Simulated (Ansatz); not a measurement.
Write a Python script for Ansatz 0.2.0 through its Python package that makes a single point in a Gaussian basis of CH6AlBFN, SMILES [CH3][AlH][NH]BF. Use: PBE0, cc-pVDZ basis, multiplicity 1.

```xyz
11

C    -1.3705   -0.5249    0.8940
Al    0.5598   -0.3032    0.9991
N     1.5746    0.0909   -0.5724
B     0.7248    0.4199   -1.7026
F     0.4733    1.7676   -2.1559
H    -1.6745   -1.2725    0.1653
H    -1.8292    0.4793    0.5344
H    -1.7891   -0.7111    1.8764
H     1.2970   -0.5272    2.4411
H     2.1327    0.9682   -0.3174
H    -0.0334   -0.4439   -2.1412
```

The script, `energy.py`:
```python
from pathlib import Path

import ansatz as az
import numpy as np
import pandas as pd


def main() -> None:
    ch6albfn = (
        az.Crystal.molecule()
        .atom("C", (-1.3705, -0.5249, 0.894))
        .atom("Al", (0.5598, -0.3032, 0.9991))
        .atom("N", (1.5746, 0.0909, -0.5724))
        .atom("B", (0.7248, 0.4199, -1.7026))
        .atom("F", (0.4733, 1.7676, -2.1559))
        .atom("H", (-1.6745, -1.2725, 0.1653))
        .atom("H", (-1.8292, 0.4793, 0.5344))
        .atom("H", (-1.7891, -0.7111, 1.8764))
        .atom("H", (1.297, -0.5272, 2.4411))
        .atom("H", (2.1327, 0.9682, -0.3174))
        .atom("H", (-0.0334, -0.4439, -2.1412))
    )

    setup = (
        ch6albfn.calculation()
        .basis(gaussian="cc-pVDZ")
        .functional("pbe0")
        .forces()
        .orbitals()
    )
    res = setup.run(runs_dir="ch6albfn_runs")
    summary = res.report

    print("reference energy %16.6f eV" % summary["reference_energy_ev"])
    print("total energy     %16.6f eV" % summary["free_energy_ev"])
    print("occupied (up, down):", summary["n_occupied"], " virtual:", summary["n_virtual"], " frozen:", summary["n_frozen"])

    state = summary["mean_field"]["state"]
    print(f"mean field: {state['energy']['hartree']:.7f} Ha, <S^2> = {abs(state['spin_squared']):.4f}, stability: {state.get('stability', {}).get('kind')}")

    symbols = [site.symbol for site in ch6albfn.cartesian_sites]
    print("forces (eV/A)")
    for symbol, f in zip(symbols, summary["forces_ev_ang"]):
        print(f"  {symbol:2s} {f[0]:9.4f} {f[1]:9.4f} {f[2]:9.4f}")

    charges = summary["charge_distribution"]
    table = pd.DataFrame({"atom": symbols, "mulliken": charges["mulliken_charges_e"], "lowdin": charges["lowdin_charges_e"]})
    print(table.round(3).to_string())
    print("dipole (e A):", np.round(charges["dipole_moment_e_ang"], 4) + 0.0)

    lines = Path(summary["orbitals_path"]).read_text().splitlines()
    field_of = lambda key: [line.split("=")[1].strip() for line in lines if line.startswith(key)]
    orbitals = [(27.211386 * float(e), s, float(n)) for e, s, n in zip(field_of("Ene="), field_of("Spin="), field_of("Occup="))]
    homo = max(e for e, _, n in orbitals if n > 0.5)
    lumo = min(e for e, _, n in orbitals if n < 0.5)
    for e, spin, n in sorted(orbitals):
        if homo - 6 < e < lumo + 5:
            print(f"{spin:6s} {e:10.3f} eV  occupation {n:.0f}")


if __name__ == "__main__":
    main()
```

Output of `python energy.py`:
```text
reference energy    -12607.864835 eV
total energy        -12607.864835 eV
occupied (up, down): [23, 23]  virtual: [81, 81]  frozen: 0
mean field: -463.3304868 Ha, <S^2> = 0.0000, stability: minimum
forces (eV/A)
  C    -0.2310    2.0491   -0.7237
  Al    0.5877   -0.4032   -0.2389
  N    -0.5090    2.3027   -0.0327
  B    -0.9769    1.3691    0.7364
  F     1.0568   -2.5978    0.7176
  H    -0.2403   -0.3953   -0.2133
  H     0.5976   -1.3400    0.4134
  H    -0.3075   -0.3196    0.4497
  H     0.0162    0.2593   -0.5479
  H    -0.4644   -1.3428   -0.3908
  H     0.4709    0.4185   -0.1698
   atom  mulliken  lowdin
0     C    -0.317  -0.076
1    Al     0.444   0.027
2     N    -0.324   0.273
3     B     0.225  -0.573
4     F    -0.222   0.216
5     H     0.076   0.035
6     H     0.081   0.068
7     H     0.069   0.028
8     H    -0.094  -0.065
9     H     0.144   0.073
10    H    -0.082  -0.005
dipole (e A): [-0.009  -0.0805  0.3347]
Alpha     -13.278 eV  occupation 2
Alpha     -12.279 eV  occupation 2
Alpha     -11.737 eV  occupation 2
Alpha     -11.510 eV  occupation 2
Alpha     -11.284 eV  occupation 2
Alpha     -10.895 eV  occupation 2
Alpha      -9.687 eV  occupation 2
Alpha      -9.297 eV  occupation 2
Alpha      -8.620 eV  occupation 2
Alpha      -8.027 eV  occupation 2
Alpha      -1.201 eV  occupation 0
Alpha      -0.043 eV  occupation 0
Alpha       0.552 eV  occupation 0
Alpha       1.341 eV  occupation 0
Alpha       2.870 eV  occupation 0
Alpha       2.925 eV  occupation 0
Alpha       3.229 eV  occupation 0
Alpha       3.551 eV  occupation 0
Alpha       3.667 eV  occupation 0
```

Reading the output:
- Total energies depend on the basis set; only differences at equal settings carry meaning.
- The geometry is a force-field or estimated start, not a minimum of this method, and the basis set is short of its limit.
- The Löwdin charges here are taken after orthogonalising the functions within each atom; they differ from plain Löwdin charges, and their signs can be unphysical.
- Alpha marks a spatial orbital of a restricted run, filled by both spins.
- Levels such as HOMO and LUMO are orbital energies: with these approximate functionals they aren't the ionisation energy and electron affinity, and their gap isn't the fundamental gap.
- Finished in 5.3 s on 1 thread of Arm Neoverse V2, with other jobs on the host, peak memory 0.31 GiB.

(Lines on the test bed's own set-up are left out of the output.)
